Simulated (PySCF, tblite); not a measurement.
# C₆H₁₃NSSi: geometry, infrared bands and NMR shifts

Wanted: the infrared bands and NMR shifts of C₆H₁₃NSSi (`CCNC(=S)[C@@H]1CC[SiH2]1`), by calculation.

The runs use tblite 0.8.0 and PySCF 2.14.0, with density-fitted response routines of our own; the level of theory stands in each step. All values are computed, except where a source is named. Atoms count from 0, in the outputs and in this text.

## (1) The molecule as given

22 atoms, charge 0, multiplicity 1; geometry from: force field or distance geometry start.

Bonds of the start (Å): C0–C1 1.50, C1–N2 1.47, N2–C3 1.41, C3–S4 1.65, C3–C5 1.48, C5–C6 1.52, C6–C7 1.50, C7–Si8 1.87, Si8–C5 1.85, C0–H9 1.10, C0–H10 1.11, C0–H11 1.12, C1–H12 1.10, C1–H13 1.11, N2–H14 1.07, C5–H15 1.12, C6–H16 1.12, C6–H17 1.10, C7–H18 1.10, C7–H19 1.12, Si8–H20 1.46, Si8–H21 1.47.

## (2) Relaxing the molecule with GFN2-xTB

Job settings and geometry (Å):

```
{"job": {"kind": "relax", "xc": "GFN2-xTB", "basis": "xTB"}, "charge": 0, "multiplicity": 1}
C     -3.661500     0.281000     0.194700
C     -2.543700    -0.667600    -0.129700
N     -1.301900     0.123900    -0.145700
C     -0.076500    -0.512300    -0.431100
S      0.029000    -2.134800    -0.700100
C      1.145500     0.314700    -0.448100
C      2.327200    -0.594700    -0.757300
C      3.222800     0.475700    -0.198500
Si     1.969000     0.665100     1.171000
H     -4.518200     0.081500    -0.460200
H     -3.259100     1.310800     0.103400
H     -3.922900     0.122200     1.267100
H     -2.690900    -1.204300    -1.073700
H     -2.427700    -1.414500     0.679800
H     -1.367700     1.175400     0.034400
H      1.071400     1.210600    -1.113700
H      2.266900    -1.487000    -0.083200
H      2.387400    -0.821100    -1.835100
H      4.187800     0.060900     0.139100
H      3.318500     1.365900    -0.865600
H      1.946400    -0.377800     2.186800
H      1.887900     2.045700     1.663300
```

Run with:

```bash
> OMP_NUM_THREADS=1 python probes_run.py task.json out
```

This one command runs all jobs of the session in turn.

**Question.** This job is followed by: GFN2-xTB harmonic vibrations, gas phase; GIAO PBE0/pcSseg-1 NMR shielding, non-relativistic, gas phase. What will the session give for the following? strongest single infrared mode (GFN2-xTB); zero-point energy (GFN2-xTB); 13C shifts against TMS (PBE0/pcSseg-1); 1H shifts against TMS (PBE0/pcSseg-1, means over atoms taken as alike); 15N shifts against NH3 (PBE0/pcSseg-1); 33S shifts against CS2 (PBE0/pcSseg-1); 29Si shifts against TMS (PBE0/pcSseg-1).

As calculated:

```
                                                              quantity                                                                 value
                             strongest single infrared mode (GFN2-xTB)                                                 2254 cm⁻¹, 387 km/mol
                                          zero-point energy (GFN2-xTB)                                                        110.7 kcal/mol
                                13C shifts against TMS (PBE0/pcSseg-1)                                214.6, 46.2, 41.9, 31.7, 16.6, 5.6 ppm
1H shifts against TMS (PBE0/pcSseg-1, means over atoms taken as alike)  5.63, 5.47, 4.99, 4.91, 3.80, 3.00, 2.66, 2.50, 1.46, 1.41, 1.13 ppm
                                15N shifts against NH3 (PBE0/pcSseg-1)                                                             172.9 ppm
                                33S shifts against CS2 (PBE0/pcSseg-1)                                                               214 ppm
                               29Si shifts against TMS (PBE0/pcSseg-1)                                                             -13.2 ppm
```

The optimisation took 153 steps and gained 1.549 eV; among the close pairs (by a distance rule), C5–Si8 changed most, from 1.850 to 1.943 Å. No mode is imaginary among the 60: a minimum at this level. The strongest single mode, at 2254 cm⁻¹, moves mainly H21. Unscaled tight-binding wavenumbers are off by several per cent, some by more. Its intensities can rank the bands wrongly. The most deshielded carbon is C3 (thiocarbonyl carbon), at 214.6 ppm: low-lying n→π* states of the double bond to the heteroatom give a large paramagnetic term (-284 ppm). At PBE0/pcSseg-1: Shielding is most anisotropic at S4 (span 841 ppm, paramagnetic term -771 ppm).
